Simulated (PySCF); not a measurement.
# SiBr−: bond curves at several levels of theory

What are the lowest state that PBE0 finds, the bond length, vibrational wavenumber and bond energy of SiBr−, and how much do these hang on the method?

The runs use PySCF 2.14.0; Si def2-TZVPPD, Br def2-TZVPPD, no relativity.

## Step 1: The job

The job is set up so:

```json
{"atoms": "Si, Br", "charge": "-1", "basis": "Si def2-TZVPPD, Br def2-TZVPPD", "Hamiltonian": "no relativity", "basis functions": "105", "electrons treated": "50", "masses in u": "27.9769, 78.9183", "levels": "PBE0, PBE, r²SCAN, LDA, M06-L, MN15, BLYP, TPSS, LC-ωPBE, HF, MP2, SCS-MP2, CCSD, CCSD(T)", "grid": "80 radial by 434 angular points", "occupations": "held fixed by the projection of orbital angular momentum", "dissociation limit": "Si + Br−, each in its ground configuration", "starting distance in angstrom": "2.330", "values of 2S to try": "0, 2"}
```

On the command line:

```sh
$ OMP_NUM_THREADS=2 python dia.py task.json out
```

The runs that follow: First curve: PBE0; Other states along the same grid; PBE (GGA); r²SCAN; LDA (local density); M06-L (meta-GGA); MN15; BLYP; TPSS (meta-GGA); LC-ωPBE; UHF (mean field); Adding correlation.

Q: Predict the outcome of this session. Wanted: for each run, Re; ωe; De; μ.

As calculated:

Lowest PBE0 solution found, without spin–orbit coupling: ³Σ⁻ (triplet), unpaired electrons π ↑↑. State 2 has its PBE0 minimum 0.22 eV higher, as a spin-mixed determinant (⟨S²⟩ = 1.02), so this is no gap between pure states. State 3 has its PBE0 minimum 1.09 eV higher. The other levels ran on the lowest alone.

| level | Re (Å) | ωe (cm⁻¹) | De (eV) | μ (D) |
| --- | --- | --- | --- | --- |
| UHF | 2.501 | 247.5 | 1.23 | 3.52 |
| UHF-MP2 | 2.434 | 282.5 | 1.70 | n/a |
| UHF-SCS-MP2 | 2.452 | 272.2 | 1.57 | n/a |
| UHF-CCSD | 2.450 | 275.4 | 1.59 | n/a |
| UHF-CCSD(T) | 2.448 | 277.6 | 1.68 | n/a |
| LDA | 2.395 | 298.8 | 2.26 | 4.38 |
| PBE | 2.446 | 277.1 | 1.92 | 4.21 |
| BLYP | 2.500 | 248.5 | 1.60 | 3.93 |
| TPSS | 2.450 | 274.7 | 1.88 | 4.17 |
| r²SCAN | 2.429 | 283.8 | 1.94 | 4.31 |
| M06-L | 2.412 | 283.1 | 1.90 | 4.54 |
| PBE0 | 2.426 | 287.2 | 1.88 | 4.15 |
| MN15 | 2.422 | 272.9 | 1.80 | 4.05 |
| LC-ωPBE | 2.406 | 297.4 | 1.78 | 4.13 |

De is counted to Si + Br− in their ground configurations. A positive dipole points from Si to Br; in an ion it is taken about the centre of mass and does not tell which atom is negative.

Differences from CCSD(T) in the same basis:

| level | Re (mÅ) | ωe (%) |
| --- | --- | --- |
| UHF | +53 | -10.8 |
| UHF-MP2 | -14 | +1.8 |
| UHF-SCS-MP2 | +5 | -1.9 |
| UHF-CCSD | +2 | -0.8 |
| LDA | -53 | +7.6 |
| PBE | -2 | -0.2 |
| BLYP | +52 | -10.5 |
| TPSS | +3 | -1.1 |
| r²SCAN | -18 | +2.2 |
| M06-L | -36 | +2.0 |
| PBE0 | -22 | +3.4 |
| MN15 | -26 | -1.7 |
| LC-ωPBE | -42 | +7.1 |

**Reading.** Against CCSD(T) in the same basis, the bond length is nearest at UHF-CCSD and PBE (2 mÅ off) and farthest at UHF and LDA (53 mÅ off); the wavenumber is nearest at PBE (-0.2 %) and farthest at UHF (-10.8 %). Among the levels with a De in the table, it runs from 1.23 eV (UHF) to 2.26 eV (LDA).

Correlated steps freeze 14 core orbitals. With some functionals the highest level of the anion is positive, from self-interaction error or because the anion is truly unbound there; the finite basis then holds the extra electron, and no neutral molecule was run to test the binding.
